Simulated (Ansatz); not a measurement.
**Te6O: what a guessed cell relaxes into**

Aim: relax a trial structure of Te6O and see where it ends.

Program: Ansatz 0.2.0. Level of theory: DFT PBE, scalar-relativistic, plane waves, PAW. These are calculated values, not measurements.

## 1. Starting point

Symmetry: Pm-3m, No. 221, cubic system. Conventional cell: a = 5.885 Å, b = 5.885 Å, c = 5.885 Å, α = 90.00°, β = 90.00°, γ = 90.00°. Te (site symmetry 4mm) is surrounded by 5 Te at 2.44 Å. Around O (site symmetry m-3m) lie 24 Te at 4.34 Å.

Coordinates:

```
Te O
1.0
     5.88521    0.00000    0.00000
     0.00000    5.88521    0.00000
     0.00000    0.00000    5.88521
Te O
6 1
Direct
  0.20700 0.50000 0.50000
  0.50000 0.20700 0.50000
  0.79300 0.50000 0.50000
  0.50000 0.79300 0.50000
  0.50000 0.50000 0.20700
  0.50000 0.50000 0.79300
  0.00000 0.00000 0.00000
```

A structure generator made this guess: species swapped into a database cell of GdB6 (Pm-3m, No. 221), with O on the Gd sites and Te on the B sites. Its size is a rough estimate.

## 2. Probe: one point on a coarse mesh

input.yaml

```yaml
crystal:
  lattice:
    - [5.88521196, 0.0, 0.0]
    - [0.0, 5.88521196, 0.0]
    - [0.0, 0.0, 5.88521196]
  atoms:
    - { symbol: Te, position: [0.207, 0.5, 0.5] }
    - { symbol: Te, position: [0.5, 0.207, 0.5] }
    - { symbol: Te, position: [0.793, 0.5, 0.5] }
    - { symbol: Te, position: [0.5, 0.793, 0.5] }
    - { symbol: Te, position: [0.5, 0.5, 0.207] }
    - { symbol: Te, position: [0.5, 0.5, 0.793] }
    - { symbol: O, position: [0.0, 0.0, 0.0] }
basis:
  ecutwfc: 420
kpoints:
  mp_grid: { grid: [4, 4, 4] }
hamiltonian:
  xc: pbe
scf:
  occupations: { method: gaussian, width: 0.1 }
  lower_state_search: "off"
output:
  forces: true
  stress: true
  eigenvalues: true
```

Command:

```
$ ansatz run input.yaml --threads 1 --pin off --max-ram 2048MiB --backend cpu --events-out ev --progress --plain --runs-dir out
```

Further runs follow: a loose first relaxation; full relaxation.

**Question.** What will these runs give? Wanted: conventional cell; volume; energy over the elements; gap on the mesh.

As calculated:

| quantity | value |
| --- | --- |
| symmetry at the end (tolerance 0.05 Å) | space group Pm-3m (No. 221) |
| conventional cell | a = 7.414 Å, b = 7.414 Å, c = 7.414 Å, α = 90.00°, β = 90.00°, γ = 90.00° |
| volume | 58.21 Å³/atom |
| energy over the elements (uncorrected; H, N, O, F and Cl as molecules) | +0.85 eV/atom |
| gap on the mesh | none (metal) |

What this shows: The space group Pm-3m (No. 221) is kept, and the volume per atom grows by 99.9 % from the first guess. The formation energy is positive, so the separate elements lie lower. No finished test with a distortion of lower symmetry is shown, so the end may be a saddle point. The runs treat Te without spin-orbit coupling.
